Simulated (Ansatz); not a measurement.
# FGaH4OSi: how energies converge with the basis set

The task here is to estimate one member of a computed series from the others.

Method: one geometry, several basis sets; program: Ansatz 0.2.0, Gaussian basis.

Levels to be run: PBE0-D4/def2-SVP; ωB97M-V/def2-SVP; PBE0-D4/def2-QZVPP; ωB97M-V/def2-QZVPP; the functionals' def2-TZVPP values are taken from earlier runs.

### The relaxed structure

An earlier PBE0-D4 in a triple-zeta def2 set relaxation fixed the geometry.

8 atoms, charge 0, spin multiplicity 1.

Atoms are counted from 1 here; the program's logs count them from 0.

Bond lengths: F1–Ga2 1.751 Å, Ga2–O3 1.763 Å, Ga2–H5 1.537 Å, O3–Si4 1.639 Å, Si4–H6 1.485 Å, Si4–H7 1.488 Å, Si4–H8 1.488 Å. Angles: F1–Ga2–O3 113.0°, F1–Ga2–H5 121.9°, O3–Ga2–H5 125.1°, Ga2–O3–Si4 138.2°, O3–Si4–H6 108.0°, O3–Si4–H7 111.0°, O3–Si4–H8 111.0°, H6–Si4–H7 109.1°, H6–Si4–H8 109.1°, H7–Si4–H8 108.7°.

Set-up of the first run:

in.yaml

```yaml
crystal:
  periodic: [false, false, false]
  atoms:
    - {symbol: F, position_ang: [0.857060, 1.472047, 1.846243]}
    - {symbol: Ga, position_ang: [1.323898, 1.220197, 0.177528]}
    - {symbol: O, position_ang: [0.322195, 0.024793, -0.643955]}
    - {symbol: Si, position_ang: [-0.952805, -0.945843, -0.299139]}
    - {symbol: H, position_ang: [2.493055, 1.984213, -0.463099]}
    - {symbol: H, position_ang: [-1.287457, -1.717233, -1.523245]}
    - {symbol: H, position_ang: [-0.618609, -1.894345, 0.796906]}
    - {symbol: H, position_ang: [-2.137327, -0.143828, 0.108751]}
basis:
  gaussian: {orbitals: def2-SVP}
hamiltonian: {xc: pbe0, dispersion: d4}
output: {orbitals: {seedname: orbitals}}
```

On the command line:

```bash
$ ansatz run in.yaml --threads 2 --pin off --events-out ev --progress --plain --max-ram 32768MiB --backend cpu
```

Steps of the session up to this table: PBE0-D4 in def2-SVP; ωB97M-V in def2-SVP; PBE0-D4 in def2-QZVPP; ωB97M-V in def2-QZVPP.

One table of the session follows, with a row left open; its other results are not shown here.

It belongs to the step «Density functionals: the series». 

| functional | basis | HOMO (eV) |
| --- | --- | --- |
| PBE0-D4 | def2-SVP | -8.74 |
| PBE0-D4 | def2-TZVPP | ? |
| PBE0-D4 | def2-QZVPP | -8.83 |
| ωB97M-V | def2-SVP | -11.00 |
| ωB97M-V | def2-TZVPP | -11.11 |
| ωB97M-V | def2-QZVPP | -11.13 |

**Question.** Estimate the row for PBE0-D4, def2-TZVPP.

As computed: HOMO (eV): -8.81. In the column «HOMO (eV)» it lies between PBE0-D4, def2-QZVPP (-8.83) and PBE0-D4, def2-SVP (-8.74).
